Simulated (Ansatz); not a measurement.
# Ba2LuRuN6: the cost of one run

Computed with Ansatz 0.2.0 (reference: DFT PBE, plane waves, PAW, scalar-relativistic, no spin polarisation, unless a step's input says otherwise).

## (1) The system as given

It takes space group Fm-3m (No. 225, cubic). Conventional cell: a = 8.401 Å, b = 8.401 Å, c = 8.401 Å, α = 90.00°, β = 90.00°, γ = 90.00°. Lu (site symmetry m-3m) has 6 N at 2.21 Å as nearest neighbours. Around N (site symmetry 4mm) lie 1 Ru at 1.99 Å and 1 Lu at 2.21 Å. Around Ru (site symmetry m-3m) lie 6 N at 1.99 Å. Around Ba (site symmetry -43m) lie 12 N at 2.97 Å.

As a file:

```cif
data_structure
_symmetry_space_group_name_H-M 'P 1'
_symmetry_Int_Tables_number 1
_cell_length_a 5.9407
_cell_length_b 5.9407
_cell_length_c 5.9407
_cell_angle_alpha 60.000
_cell_angle_beta 60.000
_cell_angle_gamma 60.000
_cell_volume 148.25
loop_
_atom_site_label
_atom_site_type_symbol
_atom_site_fract_x
_atom_site_fract_y
_atom_site_fract_z
_atom_site_occupancy
Lu1 Lu 0.00000 0.00000 0.00000 1
N1 N 0.73690 0.26310 0.26310 1
N2 N 0.26310 0.73690 0.26310 1
N3 N 0.26310 0.73690 0.73690 1
N4 N 0.73690 0.26310 0.73690 1
N5 N 0.26310 0.26310 0.73690 1
N6 N 0.73690 0.73690 0.26310 1
Ru1 Ru 0.50000 0.50000 0.50000 1
Ba1 Ba 0.25000 0.25000 0.25000 1
Ba2 Ba 0.75000 0.75000 0.75000 1
```

## (2) Baseline

Input file input.yaml:

```yaml
crystal:
  lattice:
    - [0.0, 4.20074, 4.20074]
    - [4.20074, 0.0, 4.20074]
    - [4.20074, 4.20074, 0.0]
  atoms:
    - { symbol: Lu, position: [0.0, 0.0, 0.0] }
    - { symbol: "N", position: [0.7369, 0.2631, 0.2631] }
    - { symbol: "N", position: [0.2631, 0.7369, 0.2631] }
    - { symbol: "N", position: [0.2631, 0.7369, 0.7369] }
    - { symbol: "N", position: [0.7369, 0.2631, 0.7369] }
    - { symbol: "N", position: [0.2631, 0.2631, 0.7369] }
    - { symbol: "N", position: [0.7369, 0.7369, 0.2631] }
    - { symbol: Ru, position: [0.5, 0.5, 0.5] }
    - { symbol: Ba, position: [0.25, 0.25, 0.25] }
    - { symbol: Ba, position: [0.75, 0.75, 0.75] }
  symmetry: { tolerance: 0.0003 }
kpoints:
  mp_grid: { grid: [4, 4, 4], shift: [0, 0, 0] }
magnetization:
  spin_polarized: false
scf:
  occupations: { method: fermi_dirac }
hamiltonian:
  pseudopotentials: { kind: paw }
  xc: pbe
basis:
  ecutwfc: 420
output:
  forces: true
  stress: true
  eigenvalues: true
```

Run with:

```console
ansatz run input.yaml --threads 1 --pin off --max-ram 2560MiB --backend cpu --events-out ev --progress --plain --runs-dir out
```

What time and memory should one allow on 1 thread of an Arm CPU, shared host?

About 6.3 s, with a peak of 0.45 GiB.
